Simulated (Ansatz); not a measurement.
# C₅H₁₄N₂: up Jacob's ladder to CCSD(T)

Aim: compute C₅H₁₄N₂ with functionals from several rungs and with coupled cluster. The yardstick is the atomisation energy at the CCSD(T) limit.

Program: Ansatz 0.2.0, Gaussian basis. Level of theory: functionals in def2-TZVPP, the program's frozen cores in correlated methods. These are calculated values, not measurements.

The runs, in order: PBE-D4, r2SCAN-D4, PBE0-D4, B3LYP-D4, ωB97X-V, ωB97M-V, B2PLYP; CCSD(T)/def2-TZVPP; MP2/def2-QZVPP; extrapolation to the limit.

**1. The geometry**

An earlier PBE0-D4 in a triple-zeta def2 set relaxation fixed the geometry.

21 atoms, charge 0, spin multiplicity 1.

Atoms are counted from 1 here; the program's logs count them from 0.

Bond lengths: C1–N2 1.441 Å, C1–H8 1.093 Å, C1–H9 1.093 Å, C1–H10 1.104 Å, N2–C3 1.441 Å, N2–C4 1.449 Å, C3–H11 1.093 Å, C3–H12 1.104 Å, C3–H13 1.093 Å, C4–C5 1.527 Å, C4–H14 1.096 Å, C4–H15 1.097 Å, C5–C6 1.526 Å, C5–H16 1.097 Å, C5–H17 1.096 Å, C6–N7 1.453 Å, C6–H18 1.096 Å, C6–H19 1.094 Å and more. Angles: N2–C1–H8 109.5°, N2–C1–H9 109.8°, N2–C1–H10 114.1°, H8–C1–H9 107.9°, H8–C1–H10 107.4°, H9–C1–H10 108.0°, C1–N2–C3 112.3°, C1–N2–C4 114.0°, C3–N2–C4 114.0°, N2–C3–H11 109.5°, N2–C3–H12 114.1°, N2–C3–H13 109.8°, H11–C3–H12 107.4°, H11–C3–H13 107.9°, H12–C3–H13 108.0°, N2–C4–C5 117.3°, N2–C4–H14 107.0°, N2–C4–H15 107.6° and more.

Coordinates:

```
C    -0.1014   -0.8274   -2.0749
N    -0.6663   -1.1753   -0.7963
C    -0.0985   -2.3851   -0.2582
C    -0.7122   -0.0756    0.1460
C     0.6208    0.4738    0.6480
C     0.4491    1.6311    1.6282
N    -0.1366    2.8528    1.1023
H    -0.2750   -1.6407   -2.7847
H    -0.5912    0.0686   -2.4648
H     0.9863   -0.6378   -2.0506
H    -0.2778   -3.2120   -0.9507
H     0.9904   -2.3323   -0.0821
H    -0.5819   -2.6306    0.6908
H    -1.2804    0.7313   -0.3304
H    -1.3036   -0.4037    1.0102
H     1.2336    0.8108   -0.1965
H     1.1849   -0.3232    1.1452
H    -0.1695    1.3028    2.4715
H     1.4242    1.8863    2.0546
H    -1.0855    2.6988    0.7875
H     0.3909    3.1873    0.3048
```

**2. PBE-D4 (GGA)**

Input file in.yaml:

```yaml
crystal:
  periodic: [false, false, false]
  atoms:
    - {symbol: C, position_ang: [-0.101433, -0.827374, -2.074881]}
    - {symbol: N, position_ang: [-0.666340, -1.175329, -0.796269]}
    - {symbol: C, position_ang: [-0.098457, -2.385086, -0.258206]}
    - {symbol: C, position_ang: [-0.712222, -0.075629, 0.146033]}
    - {symbol: C, position_ang: [0.620754, 0.473847, 0.647999]}
    - {symbol: C, position_ang: [0.449102, 1.631137, 1.628222]}
    - {symbol: N, position_ang: [-0.136616, 2.852779, 1.102341]}
    - {symbol: H, position_ang: [-0.275043, -1.640676, -2.784668]}
    - {symbol: H, position_ang: [-0.591244, 0.068605, -2.464828]}
    - {symbol: H, position_ang: [0.986289, -0.637759, -2.050562]}
    - {symbol: H, position_ang: [-0.277788, -3.211983, -0.950676]}
    - {symbol: H, position_ang: [0.990366, -2.332277, -0.082130]}
    - {symbol: H, position_ang: [-0.581942, -2.630636, 0.690771]}
    - {symbol: H, position_ang: [-1.280404, 0.731289, -0.330395]}
    - {symbol: H, position_ang: [-1.303610, -0.403694, 1.010179]}
    - {symbol: H, position_ang: [1.233649, 0.810801, -0.196475]}
    - {symbol: H, position_ang: [1.184907, -0.323167, 1.145163]}
    - {symbol: H, position_ang: [-0.169522, 1.302796, 2.471465]}
    - {symbol: H, position_ang: [1.424194, 1.886322, 2.054639]}
    - {symbol: H, position_ang: [-1.085545, 2.698762, 0.787531]}
    - {symbol: H, position_ang: [0.390895, 3.187270, 0.304757]}
basis:
  gaussian: {orbitals: def2-TZVPP}
hamiltonian: {xc: pbe, dispersion: d4}
output: {forces: true, orbitals: {seedname: orbitals}}
```

Launch:

```bash
$ ansatz run in.yaml --threads 2 --pin off --events-out ev --progress --plain --max-ram 32768MiB --backend cuda --devices 0, --max-vram 18GiB
```

After this run come: r2SCAN-D4 (meta-GGA); PBE0-D4 (hybrid); B3LYP-D4 (hybrid); ωB97X-V (range-separated); ωB97M-V (range-separated); B2PLYP (double hybrid); CCSD(T) in def2-TZVPP; MP2 in def2-QZVPP.

Q: Predict the results of all the runs planned. Wanted: atomisation energy, CCSD(T)/CBS; farthest; mean size of error, hybrid; mean size of error, range-separated; gap, smallest and largest; T1 diagnostic; triples share of the correlation energy.

As calculated:

```
                               quantity                                  value
        atomisation energy, CCSD(T)/CBS                        1914.3 kcal/mol
functionals within 9.6 kcal/mol (0.5 %)  r2SCAN-D4, B3LYP-D4, ωB97X-V, ωB97M-V
                               farthest                PBE-D4 (+42.4 kcal/mol)
             mean size of error, hybrid                          10.2 kcal/mol
    mean size of error, range-separated                           7.5 kcal/mol
              gap, smallest and largest   4.74 eV (PBE-D4), 11.11 eV (ωB97X-V)
                          T1 diagnostic                                 0.0093
triples share of the correlation energy                                  3.8 %
```

**Reading.** PBE-D4 is off by +42.4 kcal/mol. Double hybrids carry the basis error of their MP2 part in triple zeta, and no dispersion term here, so their miss is partly the set-up's. The reference freezes the cores and leaves out relativity and excitations past (T), so misses under about 9.6 kcal/mol can't be ranked. Hartree-Fock recovers 73 % of the binding; the rest is correlation. Orbital gaps span 4.7 to 11.1 eV; exact exchange widens them.
